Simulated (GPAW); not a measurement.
Runs of GPAW 26.7.0 on GeW. It takes space group Fm-3m (No. 225, cubic). The conventional cell has a = 5.155 Å, b = 5.155 Å, c = 5.155 Å, α = 90.00°, β = 90.00°, γ = 90.00°. Ge (site symmetry m-3m) is surrounded by 6 W at 2.58 Å. W (site symmetry m-3m) is surrounded by 6 Ge at 2.58 Å. The cell was built by a generator and needn't be a form met in nature.

```tsv
task	level	potentials or basis	cell	k mesh	optimizer	fmax	max steps	eigensolver	gap on the mesh (eV)	pressure (GPa)	relaxed volume (Å³/atom)
relaxation of cell and atoms	r2SCAN	GPAW PAW data sets (gpaw-data 1.2.1), pw	relaxed	8 × 8 × 8	BFGS	0.02 eV/Å	60	-	none	0.0	(c)
relaxation of cell and atoms	BLYP	PAW data sets generated in the run's folder for this functional, pw	relaxed	8 × 8 × 8	BFGS	0.02 eV/Å	60	davidson	none	0.0	17.99
relaxation of cell and atoms	RPBE	the program's PAW data sets (release 1.2.1) made for this functional, pw	relaxed	8 × 8 × 8	BFGS	0.02 eV/Å	60	-	none	0.0	17.46
relaxation of cell and atoms	PW91	PAW data sets generated in the run's folder for this functional, pw	relaxed	8 × 8 × 8	BFGS	0.02 eV/Å	60	-	none	0.0	(a)
relaxation of cell and atoms	PBE	GPAW PAW data sets (gpaw-data 1.2.1), pw	relaxed	8 × 8 × 8	BFGS	0.02 eV/Å	60	-	none	0.0	17.17
relaxation of cell and atoms	SCAN	GPAW PAW data sets (gpaw-data 1.2.1), pw	relaxed	8 × 8 × 8	BFGS	0.02 eV/Å	60	-	none	0.0	16.41
relaxation of cell and atoms	PBEsol	PAW data sets generated in the run's folder for this functional, pw	relaxed	8 × 8 × 8	BFGS	0.02 eV/Å	60	-	none	0.1	(b)
relaxation of cell and atoms	LDA	the program's PAW data sets (release 1.2.1) made for this functional, pw	relaxed	8 × 8 × 8	BFGS	0.02 eV/Å	60	-	none	0.0	16.24
single point	PBE	GPAW PAW data sets (gpaw-data 1.2.1), pw	as given	9 × 9 × 9	-	-	-	-	none	0.3	-
```

Alike in all rows: no spin polarisation; cutoff (eV) 600; smearing fermi-dirac 0.05 eV.

Question: Fill in the values left out.

Answer: (a) 17.18; (b) 16.60; (c) 16.85.

Caveats: later steps reuse the first step's grids (some runs); the PAW data sets were made with another functional, which shifts forces and pressure a little (some runs).

A k mesh can miss the band edges, and the runs leave out spin-orbit coupling on Ge, W.

A gap of «none» marks a metal or a gap under the smearing width.

Not every run made on this cell is shown here.
